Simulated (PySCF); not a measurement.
# C4H3FO2: electronic excitations and core binding energies

Aim: predict the electronic excitations and core binding energies of C4H3FO2 (`C#CC(=O)OCF`).

The runs use PySCF 2.14.0, with density-fitted response routines of our own; the level of theory stands in each step. All values are computed, except where a source is named. Atoms are numbered from 0 throughout.

## 1. The starting structure

10 atoms, charge 0, multiplicity 1; geometry from: GFN2-xTB.

Bonds of the start (Å): C0–C1 1.20, C1–C2 1.44, C2–O3 1.20, C2–O4 1.35, O4–C5 1.40, C5–F6 1.35, C0–H7 1.05, C5–H8 1.10, C5–H9 1.10.

## 2. Excited states and response: CAM-B3LYP/def2-SVPD

Job settings and geometry (Å):

```
{"job": {"kind": "uv", "xc": "CAM-B3LYP", "basis": "def2-SVPD", "nstates": 8, "ntriplets": 3}, "charge": 0, "multiplicity": 1}
C      2.875254     0.474524     0.021359
C      1.749899     0.114448    -0.186416
C      0.428313    -0.377718    -0.474519
O      0.178696    -1.345388    -1.141023
O     -0.506254     0.396981     0.105711
C     -1.837026     0.008285    -0.105958
F     -2.611031     0.844694     0.611528
H      3.855382     0.802215     0.212758
H     -2.011664    -1.018830     0.247603
H     -2.112687     0.105443    -1.166412
```

Level: TDDFT CAM-B3LYP/def2-SVPD, vertical, gas phase, core orbitals frozen in the response.

The run is started by

```sh
> OMP_NUM_THREADS=1 python probes_run.py task.json out
```

This one command runs all jobs of the session in turn.

**Question.** This job is followed by: delta-SCF UKS SCAN, pcX-2 on the ionised atom, pcseg-1 elsewhere, spin-free X2C. What will the session give for the following? lowest singlet (CAM-B3LYP/def2-SVPD); brightest single state of those computed; lowest triplet; C1s binding energies, SCAN/pcX-2 (standing for 2 of 4 atoms); O1s binding energies, SCAN/pcX-2; F1s binding energies, SCAN/pcX-2.

**Answer**, as computed:

```
                                                    quantity                        value
                        lowest singlet (CAM-B3LYP/def2-SVPD)  5.02 eV (247 nm), f = 0.000
                    brightest single state of those computed  state 8, 8.69 eV, f = 0.194
                                              lowest triplet                      4.59 eV
C1s binding energies, SCAN/pcX-2 (standing for 2 of 4 atoms)      C2 295.82, C5 295.41 eV
                            O1s binding energies, SCAN/pcX-2      O4 540.22, O3 538.34 eV
                            F1s binding energies, SCAN/pcX-2                 F6 693.53 eV
```

**Reading.** The first singlet state (HOMO→LUMO 0.96) lies at 5.02 eV and is dark; of the 8 states computed, the strongest absorption comes from state 8 at 8.69 eV (the last computed, so partners may be missing). The lowest triplet lies 0.43 eV below the lowest singlet (triplets in Tamm-Dancoff, singlets in full TDDFT). C2 (ester carbonyl carbon) binds its C1s electron 0.41 eV more tightly than C5 (sp3 CH2 bonded to F and O). Only 2 of the 4 C atoms are covered by sound results. O4 (ester alkoxy oxygen) binds its O1s electron 1.88 eV more tightly than O3 (ester carbonyl oxygen).
